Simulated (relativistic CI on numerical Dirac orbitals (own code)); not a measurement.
# Re X (Re⁹⁺): levels and lines

The task is the spectrum of Re⁹⁺: levels, purity of their labels, lifetimes and lines; runs with one setting changed show what the result hangs on.

Program: relativistic CI on numerical Dirac orbitals (own code) version 4. Level of theory: Dirac-Coulomb-Breit CI, KLI orbitals optimised for each configuration, model QED (radiative potential, 1s self-energy scaled to tabulated hydrogen-like ionisation energies). These are calculated values, not measurements, unless marked.

## (1) The system

| Property | Result |
| --- | --- |
| ion | Re⁹⁺ (Re X) |
| nuclear charge | 75 |
| electrons | 66 |
| isotope | A = 187 |
| first configuration typed | [Kr] 4d10 4f14 5s2 5p4 |

The outer shells:

first configuration typed
```
[Kr] core
4d [↑↓][↑↓][↑↓][↑↓][↑↓]
4f [↑↓][↑↓][↑↓][↑↓][↑↓][↑↓][↑↓]
5s [↑↓]
5p [↑↓][↑ ][↑ ]
```

## (2) Base run

Input settings:

```ini
atom Re  Z=75  charge=9  electrons=66
nucleus A=187  rms_radius_fm=5.3698
hamiltonian dirac-coulomb  breit=on  qed=on  c_scale=1
orbitals kli  potential=per-configuration
slater_scale 1
correlation none
mixing on
configurations
  [Kr] 4d10 4f14 5s2 5p4
  [Kr] 4d10 4f13 5s2 5p5
  [Kr] 4d10 4f14 5s 5p5
  [Kr] 4d10 4f14 5s2 5p3 5d
  [Kr] 4d10 4f14 5s 5p4 5d
  [Kr] 4d10 4f13 5s2 5p4 5d
  [Kr] 4d10 4f14 5s2 5p3 5f
  [Kr] 4d10 4f14 5s2 5p3 6s
  [Kr] 4d10 4f14 5s2 5p3 5g
  [Kr] 4d10 4f14 5p6
  [Kr] 4d10 4f13 5p6 5d
end
```

Launch:

```sh
$ python run_levels.py task.json out
```

One command runs all members of the session, one after another, from task.json.

## (3) Without configuration mixing

Changes to the settings of step 2:

```diff
@@ -6,3 +6,3 @@
 correlation none
-mixing on
+mixing off
 configurations
```

## (4) The first configuration alone

Input settings:

```ini
atom Re  Z=75  charge=9  electrons=66
nucleus A=187  rms_radius_fm=5.3698
hamiltonian dirac-coulomb  breit=on  qed=on  c_scale=1
orbitals kli  potential=per-configuration
slater_scale 1
correlation none
mixing on
configurations
  [Kr] 4d10 4f14 5s2 5p4
end
```

(Steps that only read results are left out.)

Q: Predict the outcome of this session. Wanted: lowest level; first excitation; lowest level of the other parity; fastest E1 line; ionisation energy.

**Answer**, as computed:

| run | time | mean size of shift, levels followed (cm⁻¹) | lowest level | ionisation energy (eV) |
| --- | --- | --- | --- | --- |
| main run | 1 s | 0 | 5p4 [5p3/2^2] J=2 | 181.72 |
| without configuration mixing | 1 s | 6493 | 5p4 [5p3/2^2] J=2 | - |
| the first configuration alone | 0.08 s | 1019 | 5p4 [5p3/2^2] J=2 | - |

The tabulated theoretical ionisation energy (NIST) is 187 eV.

| quantity | value |
| --- | --- |
| lowest level | 5p4 [5p3/2^2] J=2 |
| first excitation | 5p4 [5p3/2^2] J=0, 29593 cm⁻¹ |
| lowest level of the other parity | 5s 5p5 3P°2, 348351 cm⁻¹ |
| levels in the model | 504 |
| fastest E1 line (by rate) to the lowest level among the lowest 200 of 504 levels | 17.51 nm, from 5p3 5d 3D°2 + 4f13 5s2 5p4 5d 3P° (iii) |
| ionisation energy | 181.72 eV |
| ionisation energy, tabulated theoretical (NIST) | 187 eV |

**Reading.** 5p4 [5p3/2^2] J=2 comes out lowest; its LS label holds 73 % and its jj label 98 %; over the low levels the means are 68 and 93 %, so jj coupling describes them better. The ionisation energy agrees with the tabulated theoretical value within its uncertainty of 9 eV. Of the changes tried, the run «without configuration mixing» moves the low levels most, by 6493 cm⁻¹ on average. Low levels that differ in the count of f electrons can be misplaced by several ten thousand cm⁻¹. Lifetimes count radiative decay inside the model alone.
